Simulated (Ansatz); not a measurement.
# CH7GeNO: the cost of one run

Program: Ansatz 0.2.0, Gaussian basis. Level of theory: revPBE/6-31G* with D3(BJ) with three-body dispersion. These are calculated values, not measurements.

**1. The geometry**

An earlier PBE0-D4 in a triple-zeta def2 set relaxation fixed the geometry.

SMILES `[CH3][GeH]([NH2])[OH]`, 11 atoms, charge 0, spin multiplicity 1.

Atoms are counted from 1 here; the program's logs count them from 0.

Bond lengths: C1–Ge2 1.942 Å, C1–H5 1.091 Å, C1–H6 1.092 Å, C1–H7 1.091 Å, Ge2–N3 1.835 Å, Ge2–O4 1.782 Å, Ge2–H8 1.541 Å, N3–H9 1.010 Å, N3–H10 1.010 Å, O4–H11 0.961 Å. Angles: Ge2–C1–H5 109.8°, Ge2–C1–H6 110.9°, Ge2–C1–H7 109.9°, H5–C1–H6 108.6°, H5–C1–H7 108.7°, H6–C1–H7 108.9°, C1–Ge2–N3 107.4°, C1–Ge2–O4 111.6°, C1–Ge2–H8 113.5°, N3–Ge2–O4 106.0°, N3–Ge2–H8 115.3°, O4–Ge2–H8 102.9°, Ge2–N3–H9 115.4°, Ge2–N3–H10 116.2°, H9–N3–H10 109.2°, Ge2–O4–H11 110.4°.

**2. Dynamics**

in.yaml

```yaml
crystal:
  periodic: [false, false, false]
  atoms:
    - {symbol: C, position_ang: [-0.977322, 0.943975, -0.727887]}
    - {symbol: Ge, position_ang: [-0.206496, -0.520481, 0.288549]}
    - {symbol: N, position_ang: [1.394752, 0.065860, 0.967451]}
    - {symbol: O, position_ang: [0.184031, -1.910113, -0.757002]}
    - {symbol: H, position_ang: [-1.838026, 0.587301, -1.294780]}
    - {symbol: H, position_ang: [-1.305141, 1.747895, -0.065917]}
    - {symbol: H, position_ang: [-0.238403, 1.341035, -1.425966]}
    - {symbol: H, position_ang: [-1.176232, -1.128393, 1.320906]}
    - {symbol: H, position_ang: [1.434575, 1.048076, 1.198023]}
    - {symbol: H, position_ang: [1.778257, -0.470683, 1.731926]}
    - {symbol: H, position_ang: [1.015504, -1.761474, -1.214605]}
basis:
  gaussian: {orbitals: "6-31G*"}
magnetization: {spin_polarized: true, initial_magnetization: 0}
hamiltonian: {xc: {name: revPBE}, dispersion: d3bjatm}
md: {timestep: 0.5 fs, n_steps: 20, ensemble: nvt_nose_hoover, temperature: 1000, initial_velocities: maxwell_boltzmann, seed: 739}
```

Launch:

```console
> ansatz run in.yaml --threads 4 --pin off --events-out ev --progress --plain --max-ram 10444MiB
```

**Question.** How long does this run take on 4 threads of INTEL XEON PLATINUM 8581C at 2.30GHz, shared host, and how much memory does it need?

About 20 s, with a peak of 0.43 GiB.
